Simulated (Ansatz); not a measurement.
# C2H6OSSn: up Jacob's ladder to CCSD(T)

The task here is to estimate one member of a computed series from the others.

Program: Ansatz 0.2.0, Gaussian basis. Level of theory: functionals in def2-TZVPP, the program's frozen cores in correlated methods. These are calculated values, not measurements.

Plan: LDA (SPW92), PBE-D4, revPBE-D4, BLYP-D4, r2SCAN-D4, B97M-V, PBE0-D4, B3LYP-D4, r2SCANh-D4, r2SCAN0-D4, HSE06-D4, BHLYP-D4, CAM-B3LYP-D4, LC-ωPBE, ωB97X-V, ωB97M-V, B2PLYP, PBE-QIDH; CCSD(T)/def2-SVP; CCSD(T)/def2-TZVPP; MP2/def2-QZVPP; extrapolation to the limit.

1 further run of the same task is left out (set aside as unsound or not needed).

### The geometry

The geometry comes from an earlier relaxation with PBE0-D4 in a triple-zeta def2 set; it is a stationary point, not always the lowest conformer. Sn takes the def2 core potential; no spin-orbit term is included.

SMILES `C[O][Sn][S]C`, 11 atoms, charge 0, spin multiplicity 1.

Atoms are counted from 1 here; the program's logs count them from 0.

Bond lengths: C1–O2 1.400 Å, C1–H6 1.096 Å, C1–H7 1.097 Å, C1–H8 1.097 Å, O2–Sn3 1.976 Å, Sn3–S4 2.441 Å, S4–C5 1.816 Å, C5–H9 1.089 Å, C5–H10 1.090 Å, C5–H11 1.088 Å. Angles: O2–C1–H6 109.4°, O2–C1–H7 110.8°, O2–C1–H8 113.0°, H6–C1–H7 107.6°, H6–C1–H8 107.8°, H7–C1–H8 107.9°, C1–O2–Sn3 132.2°, O2–Sn3–S4 101.7°, Sn3–S4–C5 107.9°, S4–C5–H9 110.4°, S4–C5–H10 107.3°, S4–C5–H11 111.6°, H9–C5–H10 109.1°, H9–C5–H11 109.4°, H10–C5–H11 108.9°.

Set-up of the first run:

in.yaml

```yaml
crystal:
  periodic: [false, false, false]
  atoms:
    - {symbol: C, position_ang: [-0.262105, -0.045116, 1.633185]}
    - {symbol: O, position_ang: [0.763833, -0.969836, 1.403140]}
    - {symbol: Sn, position_ang: [1.078561, -2.268149, -0.053084]}
    - {symbol: S, position_ang: [0.082568, -1.121922, -1.963785]}
    - {symbol: C, position_ang: [0.019190, 0.652037, -1.579045]}
    - {symbol: H, position_ang: [-0.688194, -0.214101, 2.628778]}
    - {symbol: H, position_ang: [0.124233, 0.981003, 1.606683]}
    - {symbol: H, position_ang: [-1.076771, -0.118544, 0.902249]}
    - {symbol: H, position_ang: [-0.996030, 0.948052, -1.317900]}
    - {symbol: H, position_ang: [0.327902, 1.189325, -2.475631]}
    - {symbol: H, position_ang: [0.692415, 0.910253, -0.763991]}
basis:
  gaussian: {orbitals: def2-TZVPP}
hamiltonian: {xc: lda}
output: {orbitals: {seedname: orbitals}}
```

Run with:

```
$ ansatz run in.yaml --threads 2 --pin off --events-out ev --progress --plain --max-ram 20480MiB --backend cpu
```

Among the steps run: LDA; PBE-D4 (GGA); revPBE-D4 (GGA); BLYP-D4 (GGA); r2SCAN-D4 (meta-GGA); B97M-V (meta-GGA); B3LYP-D4 (hybrid); r2SCANh-D4 (hybrid); r2SCAN0-D4 (hybrid); HSE06-D4 (hybrid); BHLYP-D4 (hybrid); CAM-B3LYP-D4 (range-separated); LC-ωPBE (range-separated); ωB97X-V (range-separated); ωB97M-V (range-separated); B2PLYP (double hybrid); PBE-QIDH (double hybrid).

One table of the session follows, with a row left open; its other results are not shown here.

```
  functional  HOMO (eV)  LUMO (eV)  gap (eV)
 LDA (SPW92)      -5.80      -3.06      2.74
      PBE-D4      -5.64      -2.84      2.80
   revPBE-D4          ?          ?         ?
     BLYP-D4      -5.49      -2.75      2.74
   r2SCAN-D4      -5.90      -2.79      3.11
      B97M-V      -5.89      -2.81      3.09
     PBE0-D4      -6.74      -2.21      4.53
    B3LYP-D4      -6.53      -2.42      4.12
  r2SCANh-D4      -6.30      -2.54      3.76
  r2SCAN0-D4      -6.91      -2.18      4.73
    HSE06-D4      -6.35      -2.57      3.78
    BHLYP-D4      -7.68      -1.52      6.16
CAM-B3LYP-D4      -7.96      -1.32      6.64
     LC-ωPBE      -9.20      -0.29      8.91
     ωB97X-V      -8.90      -0.38      8.53
     ωB97M-V      -8.79      -0.52      8.27
```

**Question.** Estimate the row for revPBE-D4.

The run gave: HOMO (eV): -5.58; LUMO (eV): -2.75; gap (eV): 2.83. In the column «HOMO (eV)» it lies between PBE-D4 (-5.64) and BLYP-D4 (-5.49).

Caveats from the session: All levels share the lack of spin-orbit coupling, which lowers the free heavy atoms and so the true binding.
